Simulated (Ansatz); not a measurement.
NiMoIrPdW:

```xyz
5
Lattice="4.1170 0.0000 0.0000 -2.0585 3.5655 0.0000 0.0000 0.0000 5.4458" Properties=species:S:1:pos:R:3 pbc="T T T"
Ni    0.0000    0.0000    5.2157
Mo    2.0585    1.1885    5.2367
Pd    2.0585    1.1885    2.5211
Ir    0.0000    2.3770    3.9521
W     0.0000    2.3770    1.2875
```

The cell was built by a generator and needn't be a form met in nature.

Base run:

* Program: Ansatz 0.2.0
* Functional: PBE
* Potentials or basis: all-electron LAPW, scalar-relativistic
* Cutoff: 315 eV (chosen from the basis error)
* Basis error allowed: 0.002 eV/atom
* k mesh: 6 × 6 × 4
* Occupations: fermi-dirac, width 0.05 eV
* Spin: collinear spin, ferromagnetic start
* Starting moments: [1.0, 1.0, 0.0, 0.6, 0.0] μB
* Hubbard terms: Ir d U = 3 eV, Mo d U = 3 eV, Ni d U = 3 eV, Pd d U = 3 eV, W d U = 3 eV

Its results: pressure 3.7 GPa; net moment -0.34 μB per cell; largest force 0.456 eV/Å.

Question: The run is repeated on the same cell with these changes: hubbard terms from Ir d U = 3 eV, Mo d U = 3 eV, Ni d U = 3 eV, Pd d U = 3 eV, W d U = 3 eV to none. What comes out?

Answer: Pressure 0.0 GPa; net moment 0.00 μB per cell; largest force 0.168 eV/Å.

Caveats: the k mesh is thin for a metal, which can move the energy by tens of meV per atom; the magnetic state may not be the lowest (some runs); U is the effective U less J, on atomic orbitals that reach past the spheres (some runs); the U is typed as a test and isn't derived for this compound (some runs); the starting moments weren't kept (some runs).
